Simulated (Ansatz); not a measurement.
This script makes vertical energies of changing the electron count of BrFSi, SMILES F[Si]Br with the Ansatz DFT code, driven from Python.

Script `run_ip.py`:
```python
"""Vertical ionisation energy and electron affinity of BrFSi."""

import ansatz
from ase import Atoms


def single_point(molecule, charge=0, unpaired=0):
    calc = molecule.calculation().basis(gaussian="def2-SVPD").correlation("ccsd_t")
    if charge:
        calc = calc.charge(charge)
    if unpaired:
        calc = calc.spin("collinear", total=unpaired)
    return calc.run(threads=1).report["free_energy_ev"]

atoms = Atoms(["F", "Si", "Br"], positions=[
    [0.3277, 1.3686, 0.3194],
    [-0.647, 0.2597, -0.323],
    [0.3083, -1.6931, -0.0097],
])
brfsi = ansatz.Crystal.molecule_from_ase(atoms)

# total-energy differences at one geometry
parent = single_point(brfsi, 0, 0)
cation = single_point(brfsi, 1, 1)
print(f"E(N)   = {parent:.5f} eV")
print(f"E(N-1) = {cation:.5f} eV  (1 unpaired)")
print(f"vertical ionisation energy {cation - parent:.3f} eV")
anion = single_point(brfsi, -1, 1)
print(f"E(N+1) = {anion:.5f} eV  (1 unpaired)")
print(f"vertical electron affinity {parent - anion:.3f} eV" + ("" if anion < parent else " (unbound in this basis)"))
print(f"fundamental gap IP - EA = {cation + anion - 2 * parent:.3f} eV")
```

What does it cost to change the electron count at this fixed geometry?

At this unrelaxed geometry removing an electron costs 9.90 eV and adding one releases 0.35 eV.

The output:

Output of `python run_ip.py`:
```text
E(N)   = -80570.72838 eV
E(N-1) = -80560.83117 eV  (1 unpaired)
vertical ionisation energy 9.897 eV
E(N+1) = -80571.08065 eV  (1 unpaired)
vertical electron affinity 0.352 eV
fundamental gap IP - EA = 9.545 eV
```

What to keep in mind:
- Total energies depend on the basis set; only differences at equal settings carry meaning.
- The geometry is a force-field or estimated start, not a minimum of this method, and the basis set is short of its limit. All parts are taken at fixed geometry, without zero-point energy. At an unrelaxed start these energies can be a whole eV from those at the minimum, and a small affinity can change sign.
- The whole script took 46 s on 1 thread of Intel(R) Xeon(R) Platinum 8488C (Sapphire Rapids) (shared host), peak memory 0.63 GiB.

(Lines on the test bed's own set-up are left out of the output.)
